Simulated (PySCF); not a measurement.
# V⁺: excitation energy in x2c-QZVPPall

Each state of vanadium is computed at each level; their differences give the excitation energy. How far do the methods differ?

The numbers are computed with PySCF 2.14.0 (unrestricted determinants in a Gaussian basis, no spin-orbit coupling in the energies), except any that are marked as measured or tabulated.

## (1) Starting point

| Property | Result |
| --- | --- |
| Element | vanadium (Z = 23) |
| Basis | x2c-QZVPPall (11s7p5d3f2g, 96 functions) |
| Hamiltonian | scalar relativity by spin-free X2C-1e |
| State 1 | V⁺: [Ar] 3d3 4p1, one real determinant (an excited configuration) |
| Needed too, but not shown | V⁺ [Ar] 3d4 (5D) |
| Methods | UHF, LDA, PBE, PBE0, r2SCAN, TPSS, wB97X-V, HSE06, CAM-B3LYP, MP2 |
| Core shells frozen in the correlated runs | valence: [Ar]; valence and next inner shell: [Ne] (for V⁺) |

The outer shells:

V+ [Ar] 3d3 4p1
```
[Ar] core
3d [↑ ][↑ ][↑ ][  ][  ]
4p [↑ ][  ][  ]
```

The runs were made by one driver on top of PySCF. The scripts below sum up each run's settings (the driver also hands on starting orbitals that pick excited configurations, and frozen orbitals as a list rather than a count), and the logs come from the driver's own runs. The driver starts from symmetry-adapted Hartree-Fock orbitals, holds the occupation by maximum overlap and uses a logarithmic radial grid for functionals, so a plain start would take other cycles.

The integrals over 96 functions and the set-up took 1.1 s of CPU time.

## (2) V⁺ [Ar] 3d3 4p1

#### UHF

File input.py:

```python
from pyscf import gto, scf, dft, mp, cc
import basis_set_exchange as bse
mol = gto.M(atom="V 0 0 0", charge=1, spin=4, symmetry="D2h",
            basis=gto.basis.parse(bse.get_basis("x2c-QZVPPall", elements=["V"], fmt="nwchem")),
            nucmod="G")
mf = scf.UHF(mol).sfx2c1e()
mf.irrep_nelec = {'Ag': (3, 3), 'B1g': (1, 0), 'B2g': (1, 0), 'B3g': (1, 0), 'B1u': (2, 2), 'B2u': (3, 2), 'B3u': (2, 2)}
mf.kernel()
```

Standard output:

```text
damping factor = 0
level_shift factor = 0
DIIS = <class 'pyscf.scf.diis.CDIIS'>
diis_start_cycle = 1
diis_space = 10
diis_damp = 0
SCF conv_tol = 1e-09
SCF conv_tol_grad = None
number electrons alpha = 13  beta = 9
cycle= 1 E= -947.80476887636  delta_E= -0.00759  |g|= 0.0328  |ddm|= 0.0418
cycle= 2 E= -947.804985716399  delta_E= -0.000217  |g|= 0.00588  |ddm|= 0.00769
cycle= 3 E= -947.804993604711  delta_E= -7.89e-06  |g|= 0.000458  |ddm|= 0.00245
cycle= 4 E= -947.804993690272  delta_E= -8.56e-08  |g|= 0.000164  |ddm|= 0.000316
cycle= 5 E= -947.804993706284  delta_E= -1.6e-08  |g|= 3.38e-05  |ddm|= 0.000243
cycle= 6 E= -947.804993707764  delta_E= -1.48e-09  |g|= 4.18e-06  |ddm|= 0.000102
cycle= 7 E= -947.804993707804  delta_E= -4.07e-11  |g|= 1.12e-06  |ddm|= 1.78e-05
converged SCF energy = -947.804993707804  <S^2> = 6.0025063  2S+1 = 5.0010024
```

CPU time 8.8 s on a shared host, the integrals not counted.

Orbital energies by shell (radii are means over both spins):

```tsv
shell	electrons	mean orbital energy (eV)	spread (eV)	rms radius (bohr)
1s α	1	-5529.2	0	0.0768
1s β	1	-5529.2	0	0.0768
2s α	1	-666.81	0	0.332
2s β	1	-665.17	0	0.332
2p α	3	-555.48	0.061	0.303
2p β	3	-553.79	0.073	0.303
3s α	1	-99.325	0	1.02
3s β	1	-93.436	0	1.02
3p α	3	-67.561	0.065	1.11
3p β	3	-60.296	0.284	1.11
3d α	3	-22.667	0.154	1.47
4p α	1	-9.752	0	4.13
```

⟨S²⟩ = 6.003, ⟨L²⟩ = 14.04.

Spin-orbit constants on these orbitals (cm⁻¹; bare nucleus, screened nucleus, mean field): 3d 360.6, 203.8, 177.5; 4p 243.5, 222.3, 209.7. To first order in LS coupling the lowest level has J = 2 and lies 0.0575 eV below the centre of the term.

⟨L²⟩ = 14.04 against 20 for a pure G term, so this real determinant mixes terms.

#### LDA

Changes to input.py:

```diff
@@ -5,3 +5,3 @@
             nucmod="G")
-mf = scf.UHF(mol).sfx2c1e()
+mf = dft.UKS(mol, xc="LDA,VWN").sfx2c1e()
 mf.irrep_nelec = {'Ag': (3, 3), 'B1g': (1, 0), 'B2g': (1, 0), 'B3g': (1, 0), 'B1u': (2, 2), 'B2u': (3, 2), 'B3u': (2, 2)}
```

Standard output:

```text
damping factor = 0
level_shift factor = 0
DIIS = <class 'pyscf.scf.diis.CDIIS'>
diis_start_cycle = 1
diis_space = 10
diis_damp = 0
SCF conv_tol = 1e-09
SCF conv_tol_grad = None
number electrons alpha = 13  beta = 9
XC functionals = LDA,VWN
    P. A. M. Dirac.,  Math. Proc. Cambridge Philos. Soc. 26, 376 (1930)
    F. Bloch.,  Z. Phys. 57, 545 (1929)
    S. H. Vosko, L. Wilk, and M. Nusair.,  Can. J. Phys. 58, 1200 (1980)
cycle= 1 E= -946.570776249468  delta_E= -0.0219  |g|= 0.0456  |ddm|= 0.188
cycle= 2 E= -946.570719874337  delta_E= 5.64e-05  |g|= 0.0399  |ddm|= 0.0573
cycle= 3 E= -946.571110099225  delta_E= -0.00039  |g|= 0.00554  |ddm|= 0.0298
cycle= 4 E= -946.571117823083  delta_E= -7.72e-06  |g|= 4.72e-05  |ddm|= 0.00389
cycle= 5 E= -946.571117823987  delta_E= -9.05e-10  |g|= 8.38e-06  |ddm|= 0.000138
converged SCF energy = -946.571117823987  <S^2> = 6.0001605  2S+1 = 5.0000642
```

CPU time 0.49 s on a shared host, the integrals not counted.

#### PBE

Changes to input.py:

```diff
@@ -5,3 +5,3 @@
             nucmod="G")
-mf = dft.UKS(mol, xc="LDA,VWN").sfx2c1e()
+mf = dft.UKS(mol, xc="PBE").sfx2c1e()
 mf.irrep_nelec = {'Ag': (3, 3), 'B1g': (1, 0), 'B2g': (1, 0), 'B3g': (1, 0), 'B1u': (2, 2), 'B2u': (3, 2), 'B3u': (2, 2)}
```

Standard output:

```text
damping factor = 0
level_shift factor = 0
DIIS = <class 'pyscf.scf.diis.CDIIS'>
diis_start_cycle = 1
diis_space = 10
diis_damp = 0
SCF conv_tol = 1e-09
SCF conv_tol_grad = None
number electrons alpha = 13  beta = 9
XC functionals = PBE
    J. P. Perdew, K. Burke, and M. Ernzerhof.,  Phys. Rev. Lett. 77, 3865 (1996)
    J. P. Perdew, K. Burke, and M. Ernzerhof.,  Phys. Rev. Lett. 78, 1396 (1997)
    J. P. Perdew, K. Burke, and M. Ernzerhof.,  Phys. Rev. Lett. 77, 3865 (1996)
    J. P. Perdew, K. Burke, and M. Ernzerhof.,  Phys. Rev. Lett. 78, 1396 (1997)
cycle= 1 E= -948.562111845834  delta_E= -0.0142  |g|= 0.0204  |ddm|= 0.174
cycle= 2 E= -948.562140692881  delta_E= -2.88e-05  |g|= 0.0219  |ddm|= 0.0471
cycle= 3 E= -948.562276687024  delta_E= -0.000136  |g|= 0.00119  |ddm|= 0.0151
cycle= 4 E= -948.56227686604  delta_E= -1.79e-07  |g|= 0.000278  |ddm|= 0.00165
cycle= 5 E= -948.562276891188  delta_E= -2.51e-08  |g|= 2.1e-05  |ddm|= 0.000471
cycle= 6 E= -948.562276891345  delta_E= -1.57e-10  |g|= 1.48e-06  |ddm|= 2.8e-05
converged SCF energy = -948.562276891345  <S^2> = 6.00038  2S+1 = 5.000152
```

It used 0.91 s of CPU time after the integrals (shared host).

#### PBE0

Changes to input.py:

```diff
@@ -5,3 +5,3 @@
             nucmod="G")
-mf = dft.UKS(mol, xc="PBE").sfx2c1e()
+mf = dft.UKS(mol, xc="PBE0").sfx2c1e()
 mf.irrep_nelec = {'Ag': (3, 3), 'B1g': (1, 0), 'B2g': (1, 0), 'B3g': (1, 0), 'B1u': (2, 2), 'B2u': (3, 2), 'B3u': (2, 2)}
```

Standard output:

```text
damping factor = 0
level_shift factor = 0
DIIS = <class 'pyscf.scf.diis.CDIIS'>
diis_start_cycle = 1
diis_space = 10
diis_damp = 0
SCF conv_tol = 1e-09
SCF conv_tol_grad = None
number electrons alpha = 13  beta = 9
XC functionals = PBE0
    C. Adamo and V. Barone.,  J. Chem. Phys. 110, 6158 (1999)
    M. Ernzerhof and G. E. Scuseria.,  J. Chem. Phys. 110, 5029 (1999)
cycle= 1 E= -948.594471506064  delta_E= -0.00876  |g|= 0.0132  |ddm|= 0.122
cycle= 2 E= -948.594583542336  delta_E= -0.000112  |g|= 0.00176  |ddm|= 0.0329
cycle= 3 E= -948.594588811878  delta_E= -5.27e-06  |g|= 0.000465  |ddm|= 0.00859
cycle= 4 E= -948.594589005327  delta_E= -1.93e-07  |g|= 0.000239  |ddm|= 0.00187
cycle= 5 E= -948.594589021933  delta_E= -1.66e-08  |g|= 5.74e-05  |ddm|= 0.000263
cycle= 6 E= -948.59458902303  delta_E= -1.1e-09  |g|= 9.76e-07  |ddm|= 0.000115
cycle= 7 E= -948.594589023029  delta_E= 6.82e-13  |g|= 9.29e-08  |ddm|= 2.36e-06
converged SCF energy = -948.594589023029  <S^2> = 6.0007164  2S+1 = 5.0002865
```

CPU time 1.5 s on a shared host, the integrals not counted.

#### r2SCAN

Changes to input.py:

```diff
@@ -5,3 +5,3 @@
             nucmod="G")
-mf = dft.UKS(mol, xc="PBE0").sfx2c1e()
+mf = dft.UKS(mol, xc="R2SCAN").sfx2c1e()
 mf.irrep_nelec = {'Ag': (3, 3), 'B1g': (1, 0), 'B2g': (1, 0), 'B3g': (1, 0), 'B1u': (2, 2), 'B2u': (3, 2), 'B3u': (2, 2)}
```

Standard output:

```text
damping factor = 0
level_shift factor = 0
DIIS = <class 'pyscf.scf.diis.CDIIS'>
diis_start_cycle = 1
diis_space = 10
diis_damp = 0
SCF conv_tol = 1e-09
SCF conv_tol_grad = None
number electrons alpha = 13  beta = 9
XC functionals = R2SCAN
    J. W. Furness, A. D. Kaplan, J. Ning, J. P. Perdew, and J. Sun.,  J. Phys. Chem. Lett. 11, 8208-8215 (2020)
    J. W. Furness, A. D. Kaplan, J. Ning, J. P. Perdew, and J. Sun.,  J. Phys. Chem. Lett. 11, 9248-9248 (2020)
    J. W. Furness, A. D. Kaplan, J. Ning, J. P. Perdew, and J. Sun.,  J. Phys. Chem. Lett. 11, 8208-8215 (2020)
    J. W. Furness, A. D. Kaplan, J. Ning, J. P. Perdew, and J. Sun.,  J. Phys. Chem. Lett. 11, 9248-9248 (2020)
cycle= 1 E= -948.765247927973  delta_E= -0.0106  |g|= 0.0152  |ddm|= 0.134
cycle= 2 E= -948.765353673546  delta_E= -0.000106  |g|= 0.0048  |ddm|= 0.0342
cycle= 3 E= -948.765359844773  delta_E= -6.17e-06  |g|= 0.00405  |ddm|= 0.00769
cycle= 4 E= -948.765364075352  delta_E= -4.23e-06  |g|= 0.000319  |ddm|= 0.00318
cycle= 5 E= -948.765364131662  delta_E= -5.63e-08  |g|= 3.07e-05  |ddm|= 0.000876
cycle= 6 E= -948.765364132656  delta_E= -9.94e-10  |g|= 1.22e-06  |ddm|= 0.000157
converged SCF energy = -948.765364132656  <S^2> = 6.0010562  2S+1 = 5.0004225
```

It used 1.8 s of CPU time after the integrals (shared host).

#### TPSS

Changes to input.py:

```diff
@@ -5,3 +5,3 @@
             nucmod="G")
-mf = dft.UKS(mol, xc="R2SCAN").sfx2c1e()
+mf = dft.UKS(mol, xc="TPSS").sfx2c1e()
 mf.irrep_nelec = {'Ag': (3, 3), 'B1g': (1, 0), 'B2g': (1, 0), 'B3g': (1, 0), 'B1u': (2, 2), 'B2u': (3, 2), 'B3u': (2, 2)}
```

Standard output:

```text
damping factor = 0
level_shift factor = 0
DIIS = <class 'pyscf.scf.diis.CDIIS'>
diis_start_cycle = 1
diis_space = 10
diis_damp = 0
SCF conv_tol = 1e-09
SCF conv_tol_grad = None
number electrons alpha = 13  beta = 9
XC functionals = TPSS
    J. Tao, J. P. Perdew, V. N. Staroverov, and G. E. Scuseria.,  Phys. Rev. Lett. 91, 146401 (2003)
    J. P. Perdew, J. Tao, V. N. Staroverov, and G. E. Scuseria.,  J. Chem. Phys. 120, 6898 (2004)
    J. Tao, J. P. Perdew, V. N. Staroverov, and G. E. Scuseria.,  Phys. Rev. Lett. 91, 146401 (2003)
    J. P. Perdew, J. Tao, V. N. Staroverov, and G. E. Scuseria.,  J. Chem. Phys. 120, 6898 (2004)
cycle= 1 E= -948.824781318185  delta_E= -0.0111  |g|= 0.0172  |ddm|= 0.154
cycle= 2 E= -948.824858966984  delta_E= -7.76e-05  |g|= 0.0143  |ddm|= 0.0499
cycle= 3 E= -948.824918889977  delta_E= -5.99e-05  |g|= 0.00276  |ddm|= 0.0116
cycle= 4 E= -948.824920539244  delta_E= -1.65e-06  |g|= 0.000382  |ddm|= 0.00365
cycle= 5 E= -948.824920593884  delta_E= -5.46e-08  |g|= 2.1e-05  |ddm|= 0.0009
cycle= 6 E= -948.824920594062  delta_E= -1.78e-10  |g|= 2.45e-06  |ddm|= 5.12e-05
converged SCF energy = -948.824920594062  <S^2> = 6.0006056  2S+1 = 5.0002422
```

CPU time 1.9 s on a shared host, the integrals not counted.

#### wB97X-V

Changes to input.py:

```diff
@@ -5,3 +5,3 @@
             nucmod="G")
-mf = dft.UKS(mol, xc="TPSS").sfx2c1e()
+mf = dft.UKS(mol, xc="WB97X_V").sfx2c1e()
 mf.irrep_nelec = {'Ag': (3, 3), 'B1g': (1, 0), 'B2g': (1, 0), 'B3g': (1, 0), 'B1u': (2, 2), 'B2u': (3, 2), 'B3u': (2, 2)}
```

Standard output:

```text
damping factor = 0
level_shift factor = 0
DIIS = <class 'pyscf.scf.diis.CDIIS'>
diis_start_cycle = 1
diis_space = 10
diis_damp = 0
SCF conv_tol = 1e-09
SCF conv_tol_grad = None
number electrons alpha = 13  beta = 9
XC functionals = WB97X_V
    N. Mardirossian and M. Head-Gordon.,  Phys. Chem. Chem. Phys. 16, 9904-9924 (2014)
NLC functional = WB97X_V
cycle= 1 E= -948.667099168986  delta_E= -0.00869  |g|= 0.0177  |ddm|= 0.106
cycle= 2 E= -948.667375871019  delta_E= -0.000277  |g|= 0.00519  |ddm|= 0.0307
cycle= 3 E= -948.667421473081  delta_E= -4.56e-05  |g|= 0.00224  |ddm|= 0.0169
cycle= 4 E= -948.667428008092  delta_E= -6.54e-06  |g|= 0.000753  |ddm|= 0.00638
cycle= 5 E= -948.667429219643  delta_E= -1.21e-06  |g|= 7.6e-05  |ddm|= 0.00405
cycle= 6 E= -948.667429230147  delta_E= -1.05e-08  |g|= 1.23e-05  |ddm|= 0.000339
cycle= 7 E= -948.667429230612  delta_E= -4.66e-10  |g|= 2.07e-06  |ddm|= 8.01e-05
converged SCF energy = -948.667429230612  <S^2> = 6.0005988  2S+1 = 5.0002395
```

It used 3.2 s of CPU time after the integrals (shared host).

#### HSE06

Changes to input.py:

```diff
@@ -5,3 +5,3 @@
             nucmod="G")
-mf = dft.UKS(mol, xc="WB97X_V").sfx2c1e()
+mf = dft.UKS(mol, xc="HSE06").sfx2c1e()
 mf.irrep_nelec = {'Ag': (3, 3), 'B1g': (1, 0), 'B2g': (1, 0), 'B3g': (1, 0), 'B1u': (2, 2), 'B2u': (3, 2), 'B3u': (2, 2)}
```

Standard output:

```text
damping factor = 0
level_shift factor = 0
DIIS = <class 'pyscf.scf.diis.CDIIS'>
diis_start_cycle = 1
diis_space = 10
diis_damp = 0
SCF conv_tol = 1e-09
SCF conv_tol_grad = None
number electrons alpha = 13  beta = 9
XC functionals = HSE06
    J. Heyd, G. E. Scuseria, and M. Ernzerhof.,  J. Chem. Phys. 118, 8207 (2003)
    J. Heyd, G. E. Scuseria, and M. Ernzerhof.,  J. Chem. Phys. 124, 219906 (2006)
    A. V. Krukau, O. A. Vydrov, A. F. Izmaylov, and G. E. Scuseria.,  J. Chem. Phys. 125, 224106 (2006)
cycle= 1 E= -948.616759212235  delta_E= -0.0089  |g|= 0.0125  |ddm|= 0.127
cycle= 2 E= -948.616828220339  delta_E= -6.9e-05  |g|= 0.00413  |ddm|= 0.0299
cycle= 3 E= -948.616832488312  delta_E= -4.27e-06  |g|= 0.00282  |ddm|= 0.0057
cycle= 4 E= -948.616834387307  delta_E= -1.9e-06  |g|= 0.000188  |ddm|= 0.00232
cycle= 5 E= -948.616834400693  delta_E= -1.34e-08  |g|= 1.06e-05  |ddm|= 0.000386
cycle= 6 E= -948.616834400793  delta_E= -1e-10  |g|= 5.53e-07  |ddm|= 4.4e-05
converged SCF energy = -948.616834400793  <S^2> = 6.0007072  2S+1 = 5.0002829
```

CPU time 3.2 s on a shared host, the integrals not counted.

#### CAM-B3LYP

Changes to input.py:

```diff
@@ -5,3 +5,3 @@
             nucmod="G")
-mf = dft.UKS(mol, xc="HSE06").sfx2c1e()
+mf = dft.UKS(mol, xc="CAMB3LYP").sfx2c1e()
 mf.irrep_nelec = {'Ag': (3, 3), 'B1g': (1, 0), 'B2g': (1, 0), 'B3g': (1, 0), 'B1u': (2, 2), 'B2u': (3, 2), 'B3u': (2, 2)}
```

Standard output:

```text
damping factor = 0
level_shift factor = 0
DIIS = <class 'pyscf.scf.diis.CDIIS'>
diis_start_cycle = 1
diis_space = 10
diis_damp = 0
SCF conv_tol = 1e-09
SCF conv_tol_grad = None
number electrons alpha = 13  beta = 9
XC functionals = CAMB3LYP
    T. Yanai, D. P. Tew, and N. C. Handy.,  Chem. Phys. Lett. 393, 51 (2004)
cycle= 1 E= -948.838351617131  delta_E= -0.0117  |g|= 0.0194  |ddm|= 0.131
cycle= 2 E= -948.838587949801  delta_E= -0.000236  |g|= 0.00353  |ddm|= 0.0344
cycle= 3 E= -948.838610630574  delta_E= -2.27e-05  |g|= 0.00107  |ddm|= 0.013
cycle= 4 E= -948.838613063069  delta_E= -2.43e-06  |g|= 0.000328  |ddm|= 0.00499
cycle= 5 E= -948.838613178462  delta_E= -1.15e-07  |g|= 0.000126  |ddm|= 0.00118
cycle= 6 E= -948.838613184161  delta_E= -5.7e-09  |g|= 5.44e-06  |ddm|= 0.000188
cycle= 7 E= -948.838613184215  delta_E= -5.41e-11  |g|= 5.57e-07  |ddm|= 2.75e-05
converged SCF energy = -948.838613184215  <S^2> = 6.0007088  2S+1 = 5.0002835
```

CPU time 3.1 s on a shared host, the integrals not counted.

## (3) V⁺ [Ar] 3d3 4p1, continued

#### MP2 (valence)

input.py, as its differences from that of step 2:

```diff
@@ -5,4 +5,5 @@
             nucmod="G")
-mf = dft.UKS(mol, xc="CAMB3LYP").sfx2c1e()
+mf = scf.UHF(mol).sfx2c1e()
 mf.irrep_nelec = {'Ag': (3, 3), 'B1g': (1, 0), 'B2g': (1, 0), 'B3g': (1, 0), 'B1u': (2, 2), 'B2u': (3, 2), 'B3u': (2, 2)}
 mf.kernel()
+mp.UMP2(mf, frozen=9).kernel()
```

This step left no log, only its results.

CPU time 0.11 s on a shared host, the integrals not counted.

With 4 electrons correlated, the MP2 correlation energy is -0.02629 hartree (-0.02629 same spin, 0.00000 opposite spin); the SCS form gives -0.00876. Largest pairs of shells: 3d-3d -0.0197, 3d-4p -0.0066, 4p-4p 0.0000.

#### MP2 (valence and next inner shell)

Changes to input.py:

```diff
@@ -8,2 +8,2 @@
 mf.kernel()
-mp.UMP2(mf, frozen=9).kernel()
+mp.UMP2(mf, frozen=5).kernel()
```

This step left no log, only its results.

It used 0.35 s of CPU time after the integrals (shared host).

With 12 electrons correlated, the MP2 correlation energy is -0.31642 hartree (-0.09869 same spin, -0.21773 opposite spin); the SCS form gives -0.29417. Largest pairs of shells: 3p-3d -0.1093, 3p-3p -0.1087, 3s-3p -0.0366, 3s-3d -0.0206, 3d-3d -0.0197.

Radial density 4πr²ρ of V⁺ at UHF:

```tsv
r (bohr)	density	spin density
0.000918	0.114	0.000
0.00154	0.296	0.000
0.00260	0.757	0.000
0.00437	1.88	0.000
0.00735	4.43	0.000
0.0124	9.59	-0.001
0.0208	17.9	-0.002
0.0350	26.0	-0.002
0.0588	26.1	0.000
0.0989	20.7	0.008
0.166	26.9	0.049
0.280	25.8	0.297
0.471	9.70	1.152
0.792	11.8	2.202
1.33	6.04	1.689
2.24	0.917	0.651
3.77	0.332	0.331
6.34	0.0560	0.056
10.7	0.000521	0.001
```

## (4) Differences of total energies

Excitation energy: V⁺ [Ar] 3d4 (5D) → V⁺ [Ar] 3d3 4p1 (high-spin determinant).

```tsv
method	value (eV)
UHF	3.453
LDA	4.881
PBE	4.562
PBE0	4.437
TPSS	4.376
wB97X-V	4.520
HSE06	4.408
MP2 (valence)	4.040
SCS-MP2 (valence)	3.649
MP2 (valence and next inner shell)	4.621
SCS-MP2 (valence and next inner shell)	4.184
```

A first-order spin-orbit estimate (lowest level to lowest level, LS coupling) adds -0.029 eV. The determinant of V+ mixes LS terms, which raises its energy at the Hartree-Fock and MP2 levels.

The differences also use runs on V⁺ [Ar] 3d4 (5D), which are not shown here.

## (5) What came out

| quantity | value |
| --- | --- |
| excitation energy, V⁺ → [Ar] 3d3 4p1 | UHF 3.453, MP2 (valence and next inner shell) 4.621 eV |

**Reading.** The methods span 1.427 eV, from UHF (3.453) to LDA (4.881). No reference value is at hand in this session. The basis is finite, and no extrapolation was made.
